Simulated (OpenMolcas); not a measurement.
# One shape, several levels: RbF (SMILES [F][Rb])

Wanted: a comparison of 5 runs (B3LYP/def2-TZVP, BLYP/def2-TZVP, M06-L/def2-TZVP, SVWN5/def2-TZVP, revPBE/def2-TZVP) of RbF. 

The calculation is run with OpenMolcas 26.06.

## Step 1: Starting point

The species is RbF (2 atoms), meant as a singlet with charge 0. As SMILES, `[F][Rb]`. Geometry: relaxed at PBE0-D4/def2-TZVP.

Bond lengths: F1–Rb2 2.340 Å.

## Step 2: Energy and forces at B3LYP/def2-TZVP (core potential) (run 1)

Input file test.inp:

```
* FRb Kohn-Sham DFT
&GATEWAY
BasLib=$CurrDir
Coord
2
angstrom
F        0.000000       0.000000      -0.070970
Rb       0.000000       0.000000       2.268560
Basis=def2-TZVP
Group=NoSym
&SEWARD
GridInput
Grid=UltraFine
End of Grid
&SCF
KSDFT=B3LYP
Thresholds=1e-10 1e-07 1e-07 1e-05
PrOrbitals=1
&ALASKA
```

The basis set def2-TZVP is read from a file made from the Basis Set Exchange's data (not shown).

The run is started by

```console
$ export MOLCAS_MEM=1860
$ pymolcas test.inp > test.log
```

Log:

```text
--- Start Module: gateway ---
[...]
--- Stop Module: gateway /rc=_RC_ALL_IS_WELL_ ---
[...]
      Basis functions           64
[...]
--- Start Module: scf ---
[...]
       Convergence after  14 Iterations
[...]
::    Total KS-DFT energy                            -124.0416425730
[...]
      Total spin, S                                     0.0000000000
[...]
      Total electronic charge=   18.000000
      Total            charge=   -0.000000
[...]
      Dipole Moment (debye):
      Origin of the operator (angstrom)=    0.0000    0.0000    1.8408
                   X=  1.1368E-15               Y=  1.9887E-15               Z=  8.9124E+00           Total=  8.9124E+00
      Quadrupole Moment (debye*angstrom):
[...]
--- Stop Module: scf /rc=_RC_ALL_IS_WELL_ ---
[...]
--- Start Module: alaska ---
[...]
 *              Molecular gradients               *
 **************************************************
  Irreducible representation: a
 ------------------------------------------------------------------------------------------
                              X                       Y                       Z
 ------------------------------------------------------------------------------------------
  F1               -1.19274990514824E-16    2.49440199474904E-16    2.36087893011838E-03
  RB2               1.16755038493722E-16   -2.48995912496095E-16   -2.36087893012016E-03
 ------------------------------------------------------------------------------------------
--- Stop Module: alaska /rc=_RC_ALL_IS_WELL_ ---
[...]
```

It took 8.1 s on 1 thread of Arm Neoverse V1, shared host; peak memory 0.4 GiB.

## Step 3: Energy and forces at BLYP/def2-TZVP (core potential) (run 2)

Input file mol.input:

```
* FRb Kohn-Sham DFT

&GATEWAY
  BasLib
  $CurrDir
  Coord
  2
  bohr
  F      0.00000000     0.00000000    -0.13411386
  Rb     0.00000000     0.00000000     4.28695710
  Basis
  def2-TZVP
  Group
  NoSym

&SEWARD
  GridInput
  Grid=UltraFine
  End of Grid

&SCF
  KSDFT
  BLYP
  Thresholds
  1e-10 1e-07 1e-07 1e-05
  PrOrbitals
  1 2

&ALASKA
```

The basis set def2-TZVP is read from a file made from the Basis Set Exchange's data (not shown).

The run is started by

```console
$ export MOLCAS_MEM=1860
$ pymolcas mol.input > mol.log
```

Log:

```text
--- Start Module: gateway ---
[...]
--- Stop Module: gateway /rc=_RC_ALL_IS_WELL_ ---
[...]
      Basis functions           64
[...]
--- Start Module: scf ---
[...]
       Convergence after  14 Iterations
[...]
::    Total KS-DFT energy                            -123.9918856498
[...]
      Total spin, S                                     0.0000000000
[...]
      Total electronic charge=   18.000000
      Total            charge=   -0.000000
[...]
      Dipole Moment (debye):
      Origin of the operator (angstrom)=    0.0000    0.0000    1.8408
                   X=  3.6252E-16               Y=  4.7463E-16               Z=  8.5619E+00           Total=  8.5619E+00
      Quadrupole Moment (debye*angstrom):
[...]
--- Stop Module: scf /rc=_RC_ALL_IS_WELL_ ---
[...]
--- Start Module: alaska ---
[...]
 *              Molecular gradients               *
 **************************************************
  Irreducible representation: a
 ------------------------------------------------------------------------------------------
                              X                       Y                       Z
 ------------------------------------------------------------------------------------------
  F1               -4.56987951099228E-16   -2.83019568452394E-16    4.97818927695581E-03
  RB2               4.56612692239140E-16    2.90194807712874E-16   -4.97818927695581E-03
 ------------------------------------------------------------------------------------------
--- Stop Module: alaska /rc=_RC_ALL_IS_WELL_ ---
[...]
```

Run time: 7.5 s. Hardware: 1 thread of Arm Neoverse V1, shared host; peak memory 0.4 GiB.

Run 3 isn't shown in full; the table further down has it.

## Step 4: Energy and gradient at SVWN5/def2-TZVP (core potential) (run 4)

Input file job.input:

```
* FRb Kohn-Sham DFT
&GATEWAY
BasLib=$CurrDir
Coord
2
bohr
F      0.00000000     0.00000000    -0.13411386
Rb     0.00000000     0.00000000     4.28695710
Basis=def2-TZVP
Group=NoSym
&SEWARD
GridInput
Grid=UltraFine
End of Grid
&SCF
KSDFT=SVWN5
Thresholds=1e-10 1e-07 1e-07 1e-05
PrOrbitals=0
&ALASKA
```

The basis set def2-TZVP is read from a file made from the Basis Set Exchange's data (not shown).

The run is started by

```console
$ export MOLCAS_MEM=1860
$ pymolcas job.input > job.log
```

Log:

```text
--- Start Module: gateway ---
[...]
--- Stop Module: gateway /rc=_RC_ALL_IS_WELL_ ---
[...]
      Basis functions           64
[...]
--- Start Module: scf ---
[...]
       Convergence after  14 Iterations
[...]
::    Total KS-DFT energy                            -123.3007242122
[...]
      Total spin, S                                     0.0000000000
[...]
      Total electronic charge=   18.000000
      Total            charge=   -0.000000
[...]
      Dipole Moment (debye):
      Origin of the operator (angstrom)=    0.0000    0.0000    1.8408
                   X=  5.6730E-16               Y=  1.4160E-15               Z=  8.5916E+00           Total=  8.5916E+00
      Quadrupole Moment (debye*angstrom):
[...]
--- Stop Module: scf /rc=_RC_ALL_IS_WELL_ ---
[...]
--- Start Module: alaska ---
[...]
 *              Molecular gradients               *
 **************************************************
  Irreducible representation: a
 ------------------------------------------------------------------------------------------
                              X                       Y                       Z
 ------------------------------------------------------------------------------------------
  F1                2.06679193665956E-16   -4.88233869310989E-16   -5.43496413856870E-03
  RB2              -2.05132926742475E-16    4.87341924989811E-16    5.43496413856692E-03
 ------------------------------------------------------------------------------------------
--- Stop Module: alaska /rc=_RC_ALL_IS_WELL_ ---
[...]
```

Run time: 6 s. Hardware: 1 thread of Arm Neoverse V1, shared host; peak memory 0.4 GiB.

## Step 5: Energy and forces at revPBE/def2-TZVP (core potential) (run 5)

Input file run.input:

```
>>> EXPORT MOLCAS_PRINT=2

&GATEWAY
 BasLib=$CurrDir
 Coord
 2
 bohr
 F      0.00000000     0.00000000    -0.13411386
 Rb     0.00000000     0.00000000     4.28695710
 Basis=def2-TZVP
 Group=NoSym

&SEWARD
 GridInput
 Grid=UltraFine
 End of Grid

&SCF
 KSDFT=revPBE
 Thresholds=1e-10 1e-07 1e-07 1e-05
 PrOrbitals=0

&ALASKA
```

The basis set def2-TZVP is read from a file made from the Basis Set Exchange's data (not shown).

The run is started by

```console
$ export MOLCAS_MEM=1860
$ pymolcas run.input > run.log
```

Log:

```text
--- Start Module: gateway ---
[...]
--- Stop Module: gateway /rc=_RC_ALL_IS_WELL_ ---
[...]
      Basis functions           64
[...]
--- Start Module: scf ---
[...]
       Convergence after  14 Iterations
[...]
::    Total KS-DFT energy                            -124.0183724535
[...]
      Total spin, S                                     0.0000000000
[...]
      Total electronic charge=   18.000000
      Total            charge=   -0.000000
[...]
      Dipole Moment (debye):
      Origin of the operator (angstrom)=    0.0000    0.0000    1.8408
                   X=  1.0178E-15               Y=  1.1946E-15               Z=  8.5553E+00           Total=  8.5553E+00
      Quadrupole Moment (debye*angstrom):
[...]
--- Stop Module: scf /rc=_RC_ALL_IS_WELL_ ---
[...]
--- Start Module: alaska ---
[...]
 *              Molecular gradients               *
 **************************************************
  Irreducible representation: a
 ------------------------------------------------------------------------------------------
                              X                       Y                       Z
 ------------------------------------------------------------------------------------------
  F1                1.25683840924750E-16   -1.53147031583729E-16    5.03638395516237E-03
  RB2              -1.29039567085888E-16    1.61383160595184E-16   -5.03638395517125E-03
 ------------------------------------------------------------------------------------------
--- Stop Module: alaska /rc=_RC_ALL_IS_WELL_ ---
[...]
```

Wall time 7.5 s (1 thread of Arm Neoverse V1, shared host); peak memory 0.4 GiB.

## Step 6: All runs side by side

```csv
run,level,energy (Eh),dipole moment (D),HOMO energy (eV),LUMO energy (eV),wall time
1,B3LYP/def2-TZVP (core potential),-124.041643,8.91,-5.81,-1.39,8.1 s
2,BLYP/def2-TZVP (core potential),-123.991886,8.56,-4.32,-1.68,7.5 s
3,M06-L/def2-TZVP (core potential),-124.012458,8.99,-4.34,-1.18,9.9 s
4,SVWN5/def2-TZVP (core potential),-123.300724,8.59,-4.61,-1.59,6 s
5,revPBE/def2-TZVP (core potential),-124.018372,8.56,-4.28,-1.70,7.5 s
```

## Step 7: Results

```
                       quantity          value
            run 5: total energy  -124.01837 Eh
           run 5: dipole moment         8.56 D
             run 5: HOMO energy       -4.28 eV
             run 5: LUMO energy       -1.70 eV
           run 5: HOMO–LUMO gap        2.58 eV
run 5: largest force on an atom     0.259 eV/Å
```

In words: The dipole moment (its size) runs from 8.56 D (revPBE/def2-TZVP) to 8.99 D (M06-L/def2-TZVP). The HOMO–LUMO gap runs from 2.58 eV (revPBE/def2-TZVP) to 4.42 eV (B3LYP/def2-TZVP). Totals of different functionals can't be ranked against each other. All runs together took 39 s, the longest 9.9 s.
